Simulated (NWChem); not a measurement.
# BClF2 (chlorodifluoroborane): TPSSh/cc-pVTZ

What is the electronic atomisation energy of BClF2 (chlorodifluoroborane) at TPSSh/cc-pVTZ? 

Program for the calculation: NWChem 7.3.0.

### 1 The structure to begin with

The species is BClF2 (4 atoms), meant as a singlet with charge 0. As SMILES, `FB(F)Cl`. Geometry: relaxed at PBE0-D4/def2-TZVP.

Bond lengths: F1–B2 1.310 Å, B2–F3 1.310 Å, B2–Cl4 1.740 Å. Angles: F1–B2–F3 119.0°, F1–B2–Cl4 120.5°, F3–B2–Cl4 120.5°.

### 2 The energy at TPSSh/cc-pVTZ (run 1)

File bclf2.nw:

```
start bclf2
title "BClF2"
memory stack 880 mb heap 220 mb global 1100 mb
charge 0

geometry units atomic noautosym nocenter noautoz
F   -0.32824543  -2.37028348  -1.03235738
B   -0.12680062  -0.07804569  -0.11716302
F   -1.91164695   1.56866166  -0.60036599
Cl   2.47157280   0.76590600   1.71152495
end

basis spherical bse
* library cc-pVTZ
end

dft
xc xctpssh
grid fine
convergence energy 1e-08
iterations 100
mulliken
noprint "final vectors analysis"
end

task dft
```

On the command line:

```
$ nwchem bclf2.nw > bclf2.out
```

What it wrote:

```text
[...]
          Wavefunction type:  closed shell.
          No. of atoms     :     4
          No. of electrons :    40
[...]
          Charge           :     0
          Spin multiplicity:     1
[...]
          AO basis - number of functions:   124
[...]
              XC Information
              --------------
                  TPSS hybrid Method XC Functional
                     Hartree-Fock (Exact) Exchange  0.100
                  TPSS metaGGA Exchange Functional  0.900
             TPSS03 metaGGA Correlation Functional  1.000
[...]
 d= 0,ls=0.0,diis     1   -684.9190392132 -8.27D+02  6.21D-03  9.15D-01     5.8
[...]
 d= 0,ls=0.0,diis     8   -685.0144413609 -4.70D-09  1.37D-06  1.36D-07    36.9
         Total DFT energy =     -685.014441360927
      One electron energy =    -1229.900131462814
           Coulomb energy =      456.094150796800
    Exchange-Corr. energy =      -53.344761401913
 Nuclear repulsion energy =      142.136300707000
[...]
      Total Density - Mulliken Population Analysis
     ---------------------------------------------
    Atom       Charge   Shell Charges
 -----------   ------   -------------------------------------------------------
    1 F    9     9.15   1.94  0.28  1.05  0.59  1.58  2.40  1.28  0.00  0.01  0.00
    2 B    5     4.63   1.97  0.15  0.58  0.02  0.65  0.74  0.12  0.15  0.19  0.07
    3 F    9     9.15   1.94  0.28  1.05  0.59  1.58  2.40  1.28  0.00  0.01  0.00
    4 Cl  17    17.08   2.00  1.84  0.23  1.19  0.63  5.80  1.15  2.88  1.32  0.01  0.02  0.00
[...]
```

It took 38 s on 1 thread of Intel Xeon Platinum 8375C at 2.90GHz (Ice Lake), shared host; peak memory 0.12 GiB.

### 3 The B atom (run 2)

File b.nw:

```
start b
title "B TPSSh"
memory total 2200 mb

geometry units angstrom noautosym nocenter noautoz
   B      0.000000     0.000000     0.000000
end

basis spherical bse
   * library cc-pVTZ
end

dft
   xc xctpssh
   mult 2
   grid fine
   convergence energy 1e-08
   iterations 100
   mulliken
   print low
end

task dft
```

Run the same way, it converges to -24.66520 Eh (log not shown).

Run 3 isn't shown in full; the table further down has it.

### 4 The F atom at the same level (run 4)

File job.nw:

```
start job
title "F TPSSh"
memory stack 880 mb heap 220 mb global 1100 mb
charge 0

geometry noautosym nocenter noautoz
 F      0.000000     0.000000     0.000000
end

basis spherical bse
 * library cc-pVTZ
end

dft
 xc xctpssh
 mult 2
 grid fine
 convergence energy 1e-08
 iterations 100
 mulliken
 print low
end

task dft energy
```

Run the same way, it converges to -99.75902 Eh (log not shown).

### 5 All runs side by side

| run | level | partner | energy (Eh) | wall time |
| --- | --- | --- | --- | --- |
| 1 | TPSSh/cc-pVTZ | base | -685.014441 | 38 s |
| 2 | UTPSSh/cc-pVTZ | atoms | -24.665205 | 1.2 s |
| 3 | UTPSSh/cc-pVTZ | atoms | -460.172067 | 3.6 s |
| 4 | UTPSSh/cc-pVTZ | atoms | -99.759020 | 1.2 s |

### 6 Summary of results

At TPSSh/cc-pVTZ:

| quantity | value |
| --- | --- |
| F atom: total energy | -99.75902 Eh |
| F atom: ⟨S²⟩ | 0.751 |
| electronic atomisation energy | 17.936 eV |

What this shows: Taking the molecule apart into free atoms costs 17.94 eV (414 kcal/mol), before zero-point energy and without spin-orbit coupling. All runs together took 44 s, the longest 38 s.
